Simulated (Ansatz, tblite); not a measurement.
# Ge15H24 ring rod (Ge14NH24): one state, many levels

Aim: run the doublet of Ge15H24 ring rod (Ge14NH24) at one geometry on many levels, and compare frontier levels, spin and run time.

Method: as each input shows; program: Ansatz 0.2.0, Gaussian basis.

Plan: GFN1-xTB, GFN2-xTB, PBE-D4/def2-TZVP, r2SCAN-D4/def2-TZVP, HF/def2-TZVP, PBE-D4/def2-SVP, PBE0-D4/def2-SVP, MP2/def2-SVP.

2 further runs of the same task are left out: 2 set aside as unsound or not needed.

### Step 1. The relaxed structure

The geometry is that of the doublet, from an earlier relaxation (PBE-D4/def2-SVP).

39 atoms, charge 0, spin multiplicity 2.

Bond lengths: Ge1–Ge8 2.454 Å, Ge1–Ge11 2.454 Å, Ge1–H16 1.583 Å, Ge2–Ge10 2.447 Å, Ge2–Ge11 2.443 Å, Ge2–Ge12 2.444 Å, Ge2–H17 1.562 Å, Ge3–Ge9 2.438 Å, Ge3–Ge13 2.438 Å, Ge3–H18 1.555 Å, Ge3–H19 1.556 Å, Ge4–Ge13 2.448 Å, Ge4–N15 1.902 Å, Ge4–H20 1.555 Å, Ge4–H21 1.563 Å, Ge5–Ge8 2.443 Å, Ge5–Ge10 2.447 Å, Ge5–Ge14 2.444 Å and more. Angles: Ge8–Ge1–Ge11 112.7°, Ge8–Ge1–H16 106.3°, Ge11–Ge1–H16 106.2°, Ge10–Ge2–Ge11 109.1°, Ge10–Ge2–Ge12 108.0°, Ge10–Ge2–H17 109.3°, Ge11–Ge2–Ge12 112.3°, Ge11–Ge2–H17 109.4°, Ge12–Ge2–H17 108.6°, Ge9–Ge3–Ge13 108.6°, Ge9–Ge3–H18 111.5°, Ge9–Ge3–H19 108.5°, Ge13–Ge3–H18 111.4°, Ge13–Ge3–H19 108.5°, H18–Ge3–H19 108.2°, Ge13–Ge4–N15 114.9°, Ge13–Ge4–H20 110.0°, Ge13–Ge4–H21 109.8° and more.

PBE0-D4/def2-TZVP was run before; its log isn't repeated, and its numbers join the tables.

### Step 2. GFN1-xTB

Tight binding, by tblite at 300 K electronic temperature and without a spin-polarisation term:

```python
tblite.interface.Calculator('GFN1-xTB', numbers, positions, charge=0, uhf=1).singlepoint()
```

Energy -1076.4620 eV; 0.27 s.

### Step 3. GFN2-xTB

Tight binding, by tblite at 300 K electronic temperature and without a spin-polarisation term:

```python
tblite.interface.Calculator('GFN2-xTB', numbers, positions, charge=0, uhf=1).singlepoint()
```

Energy -1149.6074 eV; 0.22 s.

### Step 4. PBE-D4/def2-TZVP

start.molden holds the orbitals of an earlier run on this state, given as this run's starting guess.

Contents of in.yaml:

```yaml
crystal:
  periodic: [false, false, false]
  atoms:
    - {symbol: Ge, position_ang: [-1.273973, -1.276954, -0.016720]}
    - {symbol: Ge, position_ang: [1.633190, -1.199046, -2.877990]}
    - {symbol: Ge, position_ang: [-1.461284, -1.462694, 4.283692]}
    - {symbol: Ge, position_ang: [1.721305, -0.569644, 1.968173]}
    - {symbol: Ge, position_ang: [-1.200788, 1.623181, -2.886224]}
    - {symbol: Ge, position_ang: [1.741064, 1.752733, -0.187110]}
    - {symbol: Ge, position_ang: [-0.560570, 1.723322, 1.990735]}
    - {symbol: Ge, position_ang: [-2.581886, 0.306695, -1.359837]}
    - {symbol: Ge, position_ang: [-2.354928, 0.444191, 3.055650]}
    - {symbol: Ge, position_ang: [0.127918, 0.119392, -4.287065]}
    - {symbol: Ge, position_ang: [0.306175, -2.584528, -1.364688]}
    - {symbol: Ge, position_ang: [3.092768, 0.350520, -1.676594]}
    - {symbol: Ge, position_ang: [0.445559, -2.354269, 3.053853]}
    - {symbol: Ge, position_ang: [0.333703, 3.094706, -1.680512]}
    - {symbol: N, position_ang: [0.675129, 0.680893, 0.988720]}
    - {symbol: H, position_ang: [-2.310304, -2.314017, 0.580235]}
    - {symbol: H, position_ang: [2.515916, -2.116886, -3.781819]}
    - {symbol: H, position_ang: [-2.546953, -2.551303, 4.516647]}
    - {symbol: H, position_ang: [-0.964661, -0.966354, 5.672822]}
    - {symbol: H, position_ang: [2.704602, -1.177274, 0.928249]}
    - {symbol: H, position_ang: [2.554840, 0.210795, 3.036067]}
    - {symbol: H, position_ang: [-2.121492, 2.498357, -3.794457]}
    - {symbol: H, position_ang: [2.657925, 2.676044, 0.690135]}
    - {symbol: H, position_ang: [-1.155643, 2.736338, 0.972320]}
    - {symbol: H, position_ang: [0.231133, 2.523457, 3.075777]}
    - {symbol: H, position_ang: [-3.650784, -0.456601, -2.204017]}
    - {symbol: H, position_ang: [-3.360132, 1.272959, -0.416804]}
    - {symbol: H, position_ang: [-3.413546, 0.001548, 2.010996]}
    - {symbol: H, position_ang: [-3.052859, 1.434864, 4.038300]}
    - {symbol: H, position_ang: [-0.820269, -0.834518, -5.072343]}
    - {symbol: H, position_ang: [0.947808, 0.941331, -5.324795]}
    - {symbol: H, position_ang: [-0.462673, -3.637775, -2.223635]}
    - {symbol: H, position_ang: [1.261675, -3.380873, -0.426100]}
    - {symbol: H, position_ang: [4.265946, -0.376728, -0.962203]}
    - {symbol: H, position_ang: [3.715701, 1.344314, -2.704648]}
    - {symbol: H, position_ang: [0.001857, -3.419503, 2.016205]}
    - {symbol: H, position_ang: [1.441043, -3.045400, 4.036530]}
    - {symbol: H, position_ang: [-0.408329, 4.258261, -0.965449]}
    - {symbol: H, position_ang: [1.325831, 3.730486, -2.702090]}
basis:
  gaussian: {orbitals: def2-TZVP, fitting: {mean_field: def2-universal-jkfit}, initial_orbitals: start.molden}
magnetization: {spin_polarized: true, initial_magnetization: 1}
hamiltonian: {xc: pbe, dispersion: d4}
scf: {omitted_lower_state_checks: [starts]}
output: {forces: true, orbitals: {seedname: orbitals}}
```

Started as:

```bash
> ansatz run in.yaml --threads 4 --pin off --events-out ev --progress --plain --max-ram 66560MiB --backend cuda --devices 0, --max-vram 37GiB
```

After this run come: r2SCAN-D4/def2-TZVP; HF/def2-TZVP; PBE-D4/def2-SVP; PBE0-D4/def2-SVP; MP2/def2-SVP.

**Question.** What will the summary of the whole plan be? Wanted: gap in def2-TZVP, named functionals and Hartree-Fock, smallest and largest; correlation energy, MP2/def2-SVP; binding an atom, functionals in def2-TZVP; ⟨S²⟩ in def2-TZVP, named functionals and Hartree-Fock, smallest and largest; PBE0 total energy, smallest basis above largest.

**Answer**, as computed:

| quantity | value |
| --- | --- |
| gap in def2-TZVP, named functionals and Hartree-Fock, smallest and largest | 0.85 eV (PBE-D4), 8.60 eV (HF) |
| correlation energy, MP2/def2-SVP | -93.36 eV |
| binding an atom, functionals in def2-TZVP | 2.83 (PBE0-D4) to 2.86 eV (r2SCAN-D4) |
| ⟨S²⟩ in def2-TZVP, named functionals and Hartree-Fock, smallest and largest | 0.753, 0.760 |
| PBE0 total energy, smallest basis above largest | 101.26 eV (def2-SVP, def2-TZVP) |

Over the named functionals and Hartree-Fock in def2-TZVP the gap runs from 0.85 eV (PBE-D4) to 8.60 eV (HF); exact exchange widens it. Over the named functionals and Hartree-Fock in def2-TZVP spin contamination reaches 0.01 (HF), which is small.
